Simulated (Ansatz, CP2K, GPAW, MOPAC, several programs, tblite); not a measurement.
# MgI2: cheap methods against density-functional theory

Aim: run MgI2 through methods of unlike cost and see what each gets, and at what price.

The COD entry's cell or inner coordinates are ideal or old and differ from later refinements, so a difference from it is no clean test against experiment.

Computed with MOPAC, tblite, CP2K, GPAW, Ansatz (versions at each run) (no spin polarisation, static lattice; gaps from single points on the cell relaxed beforehand with r²SCAN+rVV10, unless a step's input says otherwise).

## 1. Starting point

The structure is trigonal, space group P-3m1 (No. 164). Conventional cell: a = 4.157 Å, b = 4.157 Å, c = 6.876 Å, α = 90.00°, β = 90.00°, γ = 120.00°. Mg (site symmetry -3m) has 6 I at 2.92 Å as nearest neighbours. I (site symmetry 3m) is surrounded by 3 Mg at 2.92 Å.

Structure file:

```cif
data_structure
_symmetry_space_group_name_H-M 'P 1'
_symmetry_Int_Tables_number 1
_cell_length_a 4.1566
_cell_length_b 4.1566
_cell_length_c 6.8756
_cell_angle_alpha 90.000
_cell_angle_beta 90.000
_cell_angle_gamma 120.000
_cell_volume 102.88
loop_
_atom_site_label
_atom_site_type_symbol
_atom_site_fract_x
_atom_site_fract_y
_atom_site_fract_z
_atom_site_occupancy
Mg1 Mg 0.00000 0.00000 0.00000 1
I1 I 0.33333 0.66667 0.24257 1
I2 I 0.66667 0.33333 0.75743 1
```

**Question.** The methods are PM6, PM7, GFN1-xTB (tblite), GFN2-xTB (tblite), PBE/DZVP, PBE/single-zeta, PBE/SZV, coarse PBE, GLLB-SC, PBE, r2SCAN. What gap does r2SCAN give on this cell, and which other methods (full PBE left aside) come nearest to r2SCAN and farthest in gap?

```
                                      quantity                                         value
                                        r2SCAN                                   gap 4.11 eV
gap: nearest and farthest of the other methods  GFN2-xTB (tblite) (+0.40 eV), PM7 (+5.23 eV)
```

What this shows: Among the 9 methods compared for the gap (full PBE left aside), GFN2-xTB (tblite) is nearest to r2SCAN and PM7 farthest. A minimal basis or a coarse cutoff and mesh shifts results by its own error, so closeness to r2SCAN can be chance. Cluster runs see only the k-points that fold onto the zone centre, so their gaps can miss the band edges. GLLB-SC is compared with its derivative discontinuity added. No r2SCAN modulus is at hand, so moduli aren't ranked. CPU times run from 1.6 s (coarse PBE) to 43 s (GLLB-SC). On this cell GLLB-SC cost more than r2SCAN itself (26 s), so it is no saving here. r2SCAN is a yardstick, not the truth: it usually gives gaps below the measured ones. Spin-orbit coupling is left out throughout.
